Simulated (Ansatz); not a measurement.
**CH₅BCl₂Sn: up Jacob's ladder to CCSD(T)**

An exercise on one series of results from a longer session: the logs are not shown, and one member is left open.

Method: functionals in def2-TZVPP, the program's frozen cores in correlated methods; program: Ansatz 0.2.0, Gaussian basis.

Levels to be run: LDA (SPW92), PBE-D4, revPBE-D4, BLYP-D4, r2SCAN-D4, B97M-V, PBE0-D4, B3LYP-D4, r2SCANh-D4, r2SCAN0-D4, HSE06-D4, BHLYP-D4, CAM-B3LYP-D4, LC-ωPBE, ωB97X-V, ωB97M-V, B2PLYP, PBE-QIDH; CCSD(T)/def2-SVP; CCSD(T)/def2-TZVPP; MP2/def2-QZVPP; extrapolation to the limit; RPA on PBE.

### The geometry

All runs share one geometry, relaxed beforehand with PBE0-D4 in a triple-zeta def2 set. Sn takes the def2 core potential; no spin-orbit term is included.

SMILES `B[CH2][SnH]([Cl])[Cl]`, 10 atoms, charge 0, spin multiplicity 1.

Atoms are counted from 1 here; the program's logs count them from 0.

Bond lengths: B1–C2 1.536 Å, B1–H6 1.195 Å, B1–H7 1.196 Å, C2–Sn3 2.151 Å, C2–H8 1.092 Å, C2–H9 1.092 Å, Sn3–Cl4 2.319 Å, Sn3–Cl5 2.324 Å, Sn3–H10 1.699 Å. Angles: C2–B1–H6 120.2°, C2–B1–H7 120.3°, H6–B1–H7 119.4°, B1–C2–Sn3 103.4°, B1–C2–H8 116.7°, B1–C2–H9 116.8°, Sn3–C2–H8 102.1°, Sn3–C2–H9 103.6°, H8–C2–H9 111.6°, C2–Sn3–Cl4 107.3°, C2–Sn3–Cl5 110.4°, C2–Sn3–H10 117.1°, Cl4–Sn3–Cl5 105.9°, Cl4–Sn3–H10 108.2°, Cl5–Sn3–H10 107.4°.

The first run:

The input, in.yaml:

```yaml
crystal:
  periodic: [false, false, false]
  atoms:
    - {symbol: B, position_ang: [-0.795151, 0.621353, 1.249489]}
    - {symbol: C, position_ang: [-0.244401, -0.711387, 0.719195]}
    - {symbol: Sn, position_ang: [0.797572, -0.143660, -1.075175]}
    - {symbol: Cl, position_ang: [-0.381131, -1.028219, -2.865730]}
    - {symbol: Cl, position_ang: [0.739697, 2.162752, -1.351763]}
    - {symbol: H, position_ang: [-1.855754, 1.026021, 0.875490]}
    - {symbol: H, position_ang: [-0.147254, 1.284216, 2.005262]}
    - {symbol: H, position_ang: [-0.974950, -1.429488, 0.341785]}
    - {symbol: H, position_ang: [0.525687, -1.200395, 1.319342]}
    - {symbol: H, position_ang: [2.418886, -0.632292, -1.214795]}
basis:
  gaussian: {orbitals: def2-TZVPP}
hamiltonian: {xc: lda}
output: {orbitals: {seedname: orbitals}}
```

Steps of the session up to this table: LDA; PBE-D4 (GGA); revPBE-D4 (GGA); BLYP-D4 (GGA); r2SCAN-D4 (meta-GGA); B97M-V (meta-GGA); PBE0-D4 (hybrid); B3LYP-D4 (hybrid); r2SCANh-D4 (hybrid); r2SCAN0-D4 (hybrid); HSE06-D4 (hybrid); BHLYP-D4 (hybrid); CAM-B3LYP-D4 (range-separated); LC-ωPBE (range-separated); ωB97X-V (range-separated); ωB97M-V (range-separated); B2PLYP (double hybrid); PBE-QIDH (double hybrid).

One of the session's tables, all rows but one given; the rest of the session is left out.

It belongs to the step «Orbital energies across the functionals». 

| functional | HOMO (eV) | LUMO (eV) | gap (eV) |
| --- | --- | --- | --- |
| LDA (SPW92) | -7.55 | -3.16 | 4.39 |
| PBE-D4 | -7.42 | -2.87 | 4.54 |
| revPBE-D4 | -7.36 | -2.77 | 4.60 |
| BLYP-D4 | -7.25 | -2.76 | 4.50 |
| r2SCAN-D4 | -7.72 | -2.58 | 5.14 |
| B97M-V | -7.82 | -2.58 | 5.24 |
| PBE0-D4 | -8.67 | -1.93 | 6.74 |
| B3LYP-D4 | -8.41 | -2.17 | 6.24 |
| r2SCANh-D4 | -8.18 | -2.25 | 5.93 |
| r2SCAN0-D4 | ? | ? | ? |
| HSE06-D4 | -8.27 | -2.30 | 5.97 |
| BHLYP-D4 | -9.75 | -0.91 | 8.84 |
| CAM-B3LYP-D4 | -9.95 | -0.89 | 9.06 |
| LC-ωPBE | -11.32 | 0.29 | 11.61 |
| ωB97X-V | -10.96 | 0.19 | 11.15 |
| ωB97M-V | -10.80 | -0.01 | 10.79 |

**Question.** Estimate the row for r2SCAN0-D4.

Worked estimate for «HOMO (eV)». Against the share of exact exchange, r2SCAN-D4 (0, -7.72), r2SCANh-D4 (0.1, -8.18) give a slope of -4.60 per unit share; at 0.25 the line stands at -8.87.

The run gave: HOMO (eV): -8.86; LUMO (eV): -1.76; gap (eV): 7.11. In «HOMO (eV)» the line misses by -0.01.
